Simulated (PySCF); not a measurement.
**C₉H₁₆: geometry, NMR shifts and electronic excitations**

Aim: predict the NMR shifts and electronic excitations of C₉H₁₆ (`C1CC[C@@H]2CCC[C@H]2C1`).

The runs use PySCF 2.14.0, with density-fitted response routines of our own; the level of theory stands in each step. All values are computed, except where a source is named. Atoms count from 0, in the outputs and in this text.

## (1) The starting structure

25 atoms, charge 0, multiplicity 1; geometry from: GFN2-xTB.

Bonds of the start (Å): C0–C1 1.53, C1–C2 1.53, C2–C3 1.52, C3–C4 1.53, C4–C5 1.54, C5–C6 1.54, C6–C7 1.53, C7–C8 1.52, C8–C0 1.53, C7–C3 1.53, C0–H9 1.09, C0–H10 1.09, C1–H11 1.09, C1–H12 1.09, C2–H13 1.09, C2–H14 1.09, C3–H15 1.10, C4–H16 1.09, C4–H17 1.09, C5–H18 1.09, C5–H19 1.09, C6–H20 1.09, C6–H21 1.09, C7–H22 1.10, C8–H23 1.09, C8–H24 1.09.

## (2) Geometry optimisation at PBE0-D3(BJ)/def2-SVP

The job: settings as JSON, then the geometry in Å.

```
{"job": {"xc": "PBE0", "basis": "def2-SVP", "d3": "d3bj", "grid": 1, "kind": "geom"}, "charge": 0, "multiplicity": 1}
C      2.127783    -0.920621     0.144873
C      2.246382     0.589051    -0.070399
C      1.034211     1.336931     0.489075
C     -0.223129     0.769774    -0.150276
C     -1.570229     1.307528     0.327548
C     -2.575313     0.197625    -0.043476
C     -1.738385    -1.053152    -0.382634
C     -0.342203    -0.725706     0.142011
C      0.835697    -1.477856    -0.456271
H      2.140360    -1.131238     1.216939
H      2.990241    -1.420013    -0.301874
H      3.159203     0.953519     0.405950
H      2.325640     0.792522    -1.141058
H      0.987793     1.205537     1.572896
H      1.126638     2.405773     0.282677
H     -0.155202     0.906373    -1.235491
H     -1.544265     1.452503     1.409043
H     -1.824357     2.261556    -0.132936
H     -3.251587    -0.000731     0.787534
H     -3.184481     0.494030    -0.896920
H     -2.150043    -1.956251     0.066037
H     -1.697822    -1.203349    -1.462828
H     -0.332352    -0.867849     1.228578
H      0.845933    -1.344344    -1.540679
H      0.758552    -2.547468    -0.249184
```

**Question.** This job is followed by: GIAO PBE0/pcSseg-1 NMR shielding, non-relativistic, gas phase; TDDFT PBE0/def2-SVPD, vertical, gas phase, core orbitals frozen in the response. What will the session give for the following? point group; rotational constants (main isotopes); ¹³C shifts against TMS (PBE0/pcSseg-1, means over atoms taken as alike); ¹H shifts against TMS (PBE0/pcSseg-1, means over atoms taken as alike); lowest singlet (PBE0/def2-SVPD); brightest single state of those computed; lowest triplet; vertical ionisation energy (ΔSCF).

As calculated:

| quantity | value |
| --- | --- |
| point group | C2 |
| rotational constants (main isotopes) | 2.97, 1.34, 1.00 GHz |
| ¹³C shifts against TMS (PBE0/pcSseg-1, means over atoms taken as alike) | 47.2, 33.9, 33.8, 28.8, 22.9 ppm |
| ¹H shifts against TMS (PBE0/pcSseg-1, means over atoms taken as alike) | 1.77, 1.66, 1.60, 1.56, 1.13, 1.01, 0.79, 0.60 ppm |
| lowest singlet (PBE0/def2-SVPD) | 7.90 eV (157 nm), f = 0.004 |
| brightest single state of those computed | state 7, 8.39 eV, f = 0.063 |
| lowest triplet | 7.74 eV |
| vertical ionisation energy (ΔSCF) | 9.81 eV |

In words: The optimisation took 3 steps and gained 0.066 eV; among the close pairs (by a distance rule), C7–H22 changed most, from 1.096 to 1.109 Å. At PBE0/pcSseg-1: The largest span, 50 ppm, is at C4, C6, where the paramagnetic term is -96 ppm. The lowest singlet, at 7.90 eV, is HOMO→LUMO 0.97 and is weak; of the 10 states computed, the strongest absorption comes from state 7 at 8.39 eV. The lowest triplet lies 0.16 eV below the lowest singlet (triplets in Tamm-Dancoff, singlets in full TDDFT). ΔSCF puts the ionisation energy at 9.81 eV, 1.73 eV above −ε(HOMO).
